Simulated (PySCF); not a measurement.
**CrH3: quartet, from a trigonal planar start**

Aim: relax CrH3 as a quartet from a hand-made trigonal planar geometry, check by its vibrations whether the end is a minimum, and collect its spectrum and constants.

The runs use PySCF 2.14.0; PBE0, basis Cr def2-TZVP, H def2-TZVP, no relativity, density fitting.

## 1. The starting structure

4 atoms, charge 0, spin multiplicity 4.

Bond lengths: Cr1–H2 1.540 Å, Cr1–H3 1.540 Å, Cr1–H4 1.540 Å. Angles: H2–Cr1–H3 120.0°, H2–Cr1–H4 120.0°, H3–Cr1–H4 120.0°.

```xyz
4
charge 0 multiplicity 4
Cr    0.0000    0.0000    0.0000
H     1.5400    0.0000    0.0000
H    -0.7700    1.3337    0.0000
H    -0.7700   -1.3337    0.0000
```

## 2. Relaxation: trigonal planar start, quartet

One driver script runs all steps and calls PySCF; scf.py shows how it sets up the SCF of each step. The optimiser is the driver's own. Before each start the driver seeks the lowest SCF state from one or more starting densities and follows internal instabilities, so scf.py alone need not reach the same state.

The program finds D3h symmetry in the start, which this walk keeps. The walk stops when the largest gradient is under 0.0003 Eh/bohr and the energy has settled too.

Input file scf.py:

```python
from pyscf import gto, scf, dft
mol = gto.M(atom='''
Cr    -0.000000     0.000000     0.000000
H      1.540012    -0.000010    -0.000000
H     -0.769997     1.333695     0.000000
H     -0.770015    -1.333684    -0.000000''',
    basis={'Cr': 'def2-TZVP', 'H': 'def2-TZVP'},
    charge=0, spin=3)
mf = dft.UKS(mol, xc='PBE0')
mf.grids.atom_grid = (50, 194)
aux = {'Cr': 'def2-universal-JKFIT', 'H': 'def2-universal-JKFIT'}
mf = mf.density_fit(auxbasis=aux)
mf.kernel()
```

Energy and gradient, step by step:

```
step   energy (Eh)  change (kJ/mol)  largest symmetric gradient (Eh/bohr)
   0  -1045.931378             0.00                               0.02407
   1  -1045.935461           -10.72                               0.01303
   2  -1045.937388           -15.78                               0.00235
   3  -1045.937462           -15.97                               0.00027
   4  -1045.937463           -15.97                               0.00001
```

The walk ran for 3.4 s (4 threads, shared host).

End point (D3h, 4 steps, 16.0 kJ/mol gained): Cr–H 1.636 Å (×3); H–Cr–H 120.0° (×3).

## 3. Is it a minimum? Harmonic modes

On the finer grid the gradient is checked again; gradients at displacements of ±0.01 bohr then give force constants and infrared intensities.

Edit scf.py of step 2 so:

```diff
@@ -3,4 +3,4 @@
-Cr    -0.000000     0.000000     0.000000
-H      1.540012    -0.000010    -0.000000
-H     -0.769997     1.333695     0.000000
-H     -0.770015    -1.333684    -0.000000''',
+Cr    -0.000000     0.000000    -0.000000
+H      1.635615    -0.000011     0.000000
+H     -0.817798     1.416490    -0.000000
+H     -0.817817    -1.416479    -0.000000''',
@@ -10 +10 @@
-mf.grids.atom_grid = (50, 194)
+mf.grids.atom_grid = (75, 302)
```

This SCF starts from the last density.

Log of the central SCF (cycles and frontier levels):

```text
init E= -1045.93749086845
[... the frontier-level lines of each cycle are left out ...]
cycle= 1 E= -1045.93749086836  delta_E= 8.96e-11  |g|= 1.79e-05  |ddm|= 1.18e-05
cycle= 2 E= -1045.93749086752  delta_E= 8.48e-10  |g|= 5.37e-05  |ddm|= 3.44e-05
cycle= 3 E= -1045.93749086847  delta_E= -9.54e-10  |g|= 6.27e-07  |ddm|= 2.56e-05
cycle= 4 E= -1045.93749086847  delta_E= 2.96e-12  |g|= 2.95e-07  |ddm|= 6.37e-07
Extra cycle  E= -1045.93749086847  delta_E= -7.28e-12  |g|= 3.49e-07  |ddm|= 7.55e-07
converged SCF energy = -1045.93749086847  <S^2> = 4.05285  2S+1 = 4.1486624
```

The whole step took 8 s.

Geometry: D3h; Cr–H 1.636 Å (×3); H–Cr–H 120.0° (×3).

Harmonic modes (main isotopes):

```json
{"symmetry": "a2''", "ω (cm⁻¹)": "486i", "IR (km/mol)": "396", "μ (u)": "1.07"}
{"symmetry": "e'", "ω (cm⁻¹)": "711", "IR (km/mol)": "224", "μ (u)": "1.03"}
{"symmetry": "a1'", "ω (cm⁻¹)": "1678", "IR (km/mol)": "0.0", "μ (u)": "1.01"}
{"symmetry": "e'", "ω (cm⁻¹)": "1688", "IR (km/mol)": "353", "μ (u)": "1.04"}
```

1 mode is imaginary, the largest at 486i cm⁻¹: a saddle point, not a minimum.

Constants and moments:

```
Dipole moment                                                   : 0.00 D
Highest occupied level                                          : -7.42 eV
Lowest empty level                                              : -3.17 eV
Rotational constants                                            : 4.168, 4.168, 2.084 cm⁻¹
Zero-point energy (real modes)                                  : 38.7 kJ/mol
Principal polarisabilities                                      : 29.7, 51.6, 51.6 bohr³
Atomisation energy without zero-point energy                    : 548 kJ/mol
Principal traceless quadrupole moments about the centre of mass : -1.95, -1.95, 3.89 D Å
Spin squared ⟨S²⟩                                               : 4.053
```

Charges (e) and bond orders:

| atom | Mulliken | Löwdin | polar tensor | spin (Mulliken) | Mayer order to Cr1 |
| --- | --- | --- | --- | --- | --- |
| Cr1 | 0.36 | 0.30 | 0.97 | 3.86 | – |
| H2,3,4 | -0.12 | -0.10 | -0.32 | -0.29 | 0.90 |

Mulliken populations on Cr1: s 6.83, p 12.33, d 4.48, f 0.00.

## 4. Leaving the saddle point

The atoms are moved a little along the softest imaginary mode and relaxed again.

The program finds C3v symmetry in the start, which this walk keeps. The walk stops when the largest gradient is under 0.0003 Eh/bohr and the energy has settled too.

Edit scf.py of step 3 so:

```diff
@@ -3,4 +3,4 @@
-Cr    -0.000000     0.000000    -0.000000
-H      1.635615    -0.000011     0.000000
-H     -0.817798     1.416490    -0.000000
-H     -0.817817    -1.416479    -0.000000''',
+Cr     0.000000    -0.000000    -0.006985
+H      1.635615    -0.000011     0.120000
+H     -0.817798     1.416490     0.120000
+H     -0.817817    -1.416479     0.120000''',
@@ -10 +10 @@
-mf.grids.atom_grid = (75, 302)
+mf.grids.atom_grid = (50, 194)
```

The optimiser's trace:

```
step   energy (Eh)  change (kJ/mol)  largest symmetric gradient (Eh/bohr)
   0  -1045.938147             0.00                               0.00519
   1  -1045.941461            -8.70                               0.00762
   2  -1045.941793            -9.57                               0.00990
   3  -1045.942798           -12.21                               0.00688
   4  -1045.943954           -15.25                               0.00124
   5  -1045.943976           -15.31                               0.00051
   6  -1045.943978           -15.31                               0.00002
```

The walk took 6.3 s.

After 6 steps and 15.3 kJ/mol it ends at C3v: Cr–H 1.616 Å (×3); H–Cr–H 106.8° (×3).

## 5. Vibrations and properties at this point

The same treatment as at the point before.

Edit scf.py of step 4 so:

```diff
@@ -3,4 +3,4 @@
-Cr     0.000000    -0.000000    -0.006985
-H      1.635615    -0.000011     0.120000
-H     -0.817798     1.416490     0.120000
-H     -0.817817    -1.416479     0.120000''',
+Cr     0.000000    -0.000000    -0.033302
+H      1.498257    -0.000010     0.572089
+H     -0.749120     1.297534     0.572089
+H     -0.749137    -1.297524     0.572089''',
@@ -10 +10 @@
-mf.grids.atom_grid = (50, 194)
+mf.grids.atom_grid = (75, 302)
```

SCF at the final geometry:

```text
init E= -1045.94402508989
[... the frontier-level lines of each cycle are left out ...]
cycle= 1 E= -1045.9440250897  delta_E= 1.9e-10  |g|= 3e-05  |ddm|= 2.14e-05
cycle= 2 E= -1045.94402508756  delta_E= 2.14e-09  |g|= 8.58e-05  |ddm|= 5.44e-05
cycle= 3 E= -1045.94402508999  delta_E= -2.44e-09  |g|= 3.3e-06  |ddm|= 4.18e-05
cycle= 4 E= -1045.94402509  delta_E= -1.05e-11  |g|= 1.72e-06  |ddm|= 2.7e-06
Extra cycle  E= -1045.94402509001  delta_E= -4.09e-12  |g|= 3.09e-06  |ddm|= 3.44e-06
converged SCF energy = -1045.94402509001  <S^2> = 3.9673387  2S+1 = 4.107232
```

The whole step took 9.3 s.

Geometry: C3v; Cr–H 1.616 Å (×3); H–Cr–H 106.8° (×3).

Harmonic modes (main isotopes):

```
symmetry  ω (cm⁻¹)  IR (km/mol)     type
      a1       458          252     bend
       e       586          105     bend
      a1      1738         15.7  stretch
       e      1739          402  stretch
```

All wavenumbers are real: a minimum.

Properties at this point:

| Property | Result |
| --- | --- |
| Dipole moment | 2.94 D |
| Highest occupied level | -7.74 eV |
| Lowest empty level | -2.52 eV |
| Rotational constants | 3.796, 3.796, 2.484 cm⁻¹ |
| Zero-point energy | 40.9 kJ/mol |
| Principal polarisabilities | 32.3, 44.4, 44.4 bohr³ |
| Atomisation energy without zero-point energy | 565 kJ/mol |
| Principal traceless quadrupole moments about the centre of mass | -1.54, -1.54, 3.08 D Å |
| Entropy at 298.15 K and 1 bar (electronic part: spin only) | 237.4 J/(mol K) |
| Heat capacity Cp at 298.15 K | 48.2 J/(mol K) |
| Enthalpy at 298.15 K above 0 K | 11.49 kJ/mol |
| Rotational symmetry number | 3 |
| Spin squared ⟨S²⟩ | 3.967 |

Charges (e) and bond orders:

```
  atom  Mulliken  Löwdin  polar tensor  spin (Mulliken)  Mayer order to Cr1
   Cr1      0.38    0.28          0.94             3.77                   –
H2,3,4     -0.13   -0.09         -0.31            -0.26                0.92
```

Outer orbital energies (eV). α occupied: -52.70, -52.70, -9.22, -8.65, -8.65, -8.22, -8.22, -7.74; empty: -2.52, -2.52, -0.90, 1.83. β occupied: -572.68, -77.50, -48.45, -48.45, -47.83, -9.27, -8.19, -8.19; empty: -0.86, -0.86, -0.80, -0.57.

Mulliken populations on Cr1: s 6.78, p 12.31, d 4.53, f 0.00.

## 6. All stationary points

| spin | group | bonds | imaginary modes (cm⁻¹) | ΔE (kJ/mol) | with zero-point energy |
| --- | --- | --- | --- | --- | --- |
| quartet | C3v | Cr–H 1.616 Å (×3) | none | 0.0 | 0.0 |
| quartet | D3h | Cr–H 1.636 Å (×3) | 486i | 17.2 | – |

## 7. Results

```
                                          quantity                                   value
                                           minimum                            quartet, C3v
                                          geometry   Cr–H 1.616 Å (×3); H–Cr–H 106.8° (×3)
                                wavenumbers (cm⁻¹)  458 (a1), 586 (e), 1738 (a1), 1739 (e)
                                     dipole moment                                  2.94 D
highest occupied, lowest empty level (either spin)                         -7.74, -2.52 eV
                        polar-tensor charge of Cr1                                 +0.94 e
                                 zero-point energy                             40.9 kJ/mol
                               entropy at 298.15 K                         237.4 J/(mol K)
         atomisation energy (no zero-point energy)                              565 kJ/mol
                                              ⟨S²⟩                                   3.967
```

The trigonal planar start (D3h) ends in a minimum of C3v symmetry, after a first stop at a saddle point 17.2 kJ/mol higher, from which it was pushed off along an imaginary mode. In the infrared the band at 1739 cm⁻¹ (e, stretch) leads. Most of the spin sits on Cr1 (Mulliken spin 3.77, against 3 for the whole molecule). Only this shape and spin were tried, so other structures or states may lie lower. The determinant is spin-contaminated (⟨S²⟩ = 3.97, pure value 3.75). One determinant may miss the lowest occupation of an open d or f shell.

The search up to here ran for 31 s (4 threads, shared host).
